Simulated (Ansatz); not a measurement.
# FH6HfN3: the cost of one run

Method: the settings change from run to run; program: Ansatz 0.2.0, Gaussian basis.

## 1. The molecule

An earlier PBE0-D4 in a triple-zeta def2 set relaxation fixed the geometry. Hf takes a core potential in def2 sets; no spin-orbit term is included.

SMILES `[NH2][Hf]([NH2])([NH2])[F]`, 11 atoms, charge 0, spin multiplicity 1.

Atoms are counted from 1 here; the program's logs count them from 0.

Bond lengths: N1–Hf2 2.037 Å, N1–H6 1.010 Å, N1–H7 1.011 Å, Hf2–N3 2.037 Å, Hf2–N4 2.037 Å, Hf2–F5 1.930 Å, N3–H8 1.010 Å, N3–H9 1.011 Å, N4–H10 1.011 Å, N4–H11 1.010 Å. Angles: Hf2–N1–H6 125.4°, Hf2–N1–H7 125.6°, H6–N1–H7 108.7°, N1–Hf2–N3 107.4°, N1–Hf2–N4 107.4°, N1–Hf2–F5 111.5°, N3–Hf2–N4 107.3°, N3–Hf2–F5 111.5°, N4–Hf2–F5 111.5°, Hf2–N3–H8 125.4°, Hf2–N3–H9 125.6°, H8–N3–H9 108.7°, Hf2–N4–H10 125.6°, Hf2–N4–H11 125.4°, H10–N4–H11 108.7°.

As a file:

```
N    -1.6540    0.9142   -0.2556
Hf    0.2950    0.4373    0.0974
N     0.3290   -0.8531    1.6734
N     0.9773   -0.5766   -1.5326
F     1.3564    2.0107    0.4477
H    -2.4524    0.4632    0.1670
H    -1.9780    1.6986   -0.8046
H     0.4954   -1.8471    1.6121
H     0.2778   -0.5929    2.6488
H     1.9485   -0.7375   -1.7618
H     0.4050   -0.9168   -2.2917
```

## 2. PBE-QIDH/x2c-TZVPPall

Set apart from the defaults: unrestricted orbitals.

Contents of in.yaml:

```yaml
crystal:
  periodic: [false, false, false]
  atoms:
    - {symbol: N, position_ang: [-1.653975, 0.914240, -0.255556]}
    - {symbol: Hf, position_ang: [0.294963, 0.437315, 0.097373]}
    - {symbol: N, position_ang: [0.328974, -0.853139, 1.673440]}
    - {symbol: N, position_ang: [0.977287, -0.576552, -1.532647]}
    - {symbol: F, position_ang: [1.356442, 2.010727, 0.447671]}
    - {symbol: H, position_ang: [-2.452384, 0.463169, 0.166961]}
    - {symbol: H, position_ang: [-1.978045, 1.698624, -0.804575]}
    - {symbol: H, position_ang: [0.495425, -1.847111, 1.612060]}
    - {symbol: H, position_ang: [0.277789, -0.592904, 2.648806]}
    - {symbol: H, position_ang: [1.948495, -0.737522, -1.761843]}
    - {symbol: H, position_ang: [0.405018, -0.916839, -2.291700]}
basis:
  gaussian: {orbitals: x2c-TZVPPall}
magnetization: {spin_polarized: true, initial_magnetization: 0}
hamiltonian: {xc: {name: PBE-QIDH}}
output: {forces: true}
```

Command:

```console
ansatz run in.yaml --threads 4 --pin off --events-out ev --progress --plain --max-ram 10444MiB
```

What time and memory should one allow on 4 threads of Arm Neoverse V1, shared host?

About 83 s, with a peak of 2.1 GiB.
